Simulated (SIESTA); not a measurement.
Crystal: Pt3Rh.

```xyz
4
Lattice="3.9099 0.0000 0.0000 0.0000 3.9099 0.0000 0.0000 0.0000 3.9099" Properties=species:S:1:pos:R:3 pbc="T T T"
Pt    0.0000    0.0000    1.9549
Pt    0.0000    1.9549    0.0000
Pt    1.9549    0.0000    0.0000
Rh    1.9549    1.9549    1.9549
```

The cell comes from a database or a generator and needn't be the stable form of this composition.

* Program: SIESTA 5.4.2
* Task: single point
* Functional: PBEsol
* Potentials or basis: PseudoDojo 0.4 standard (PBEsol files)
* Basis: DZP (energy shift 0.003 Ry; two zetas on semicore shells)
* Grid cutoff: 800 Ry
* Energy shift: 0.003 Ry
* k mesh: 7 × 7 × 7
* Occupations: fermi-dirac, width 0.05 eV
* Spin: no spin polarisation

On this cell: pressure -2.8 GPa; largest force zero by symmetry; band gap on the k mesh none (metal or under the smearing width).

The same run follows on a disturbed copy (atoms moved at random, drawn with an rms of 0.05 Å):

```
CELL_PARAMETERS angstrom
3.90987 0.00000 0.00000
0.00000 3.90987 0.00000
0.00000 0.00000 3.90987
ATOMIC_POSITIONS crystal
Pt 0.99972 0.99197 0.49003
Pt 0.99912 0.50379 0.99057
Pt 0.51038 0.00556 0.00282
Rh 0.49142 0.49495 0.49187
```

Task: What does the disturbed cell give?

Result: The energy (extrapolated to zero smearing) moves by +12.6 meV/atom; pressure -2.1 GPa; largest force 0.994 eV/Å; band gap on the k mesh none (metal or under the smearing width).

Forces on the atoms (eV/Å):
```
Pt   0.134  0.419  0.429
Pt   0.164 -0.305 -0.016
Pt  -0.677 -0.296 -0.666
Rh   0.379  0.185  0.253
```

Stress tensor (GPa, compression positive):
```
-2.24 -0.09  0.15
-0.09 -2.12  0.12
 0.15  0.12 -2.08
```

Caveats: short orbitals over semicore shells can move pressures by several GPa; the basis of atomic orbitals isn't converged, which shifts pressures, moduli and gaps.
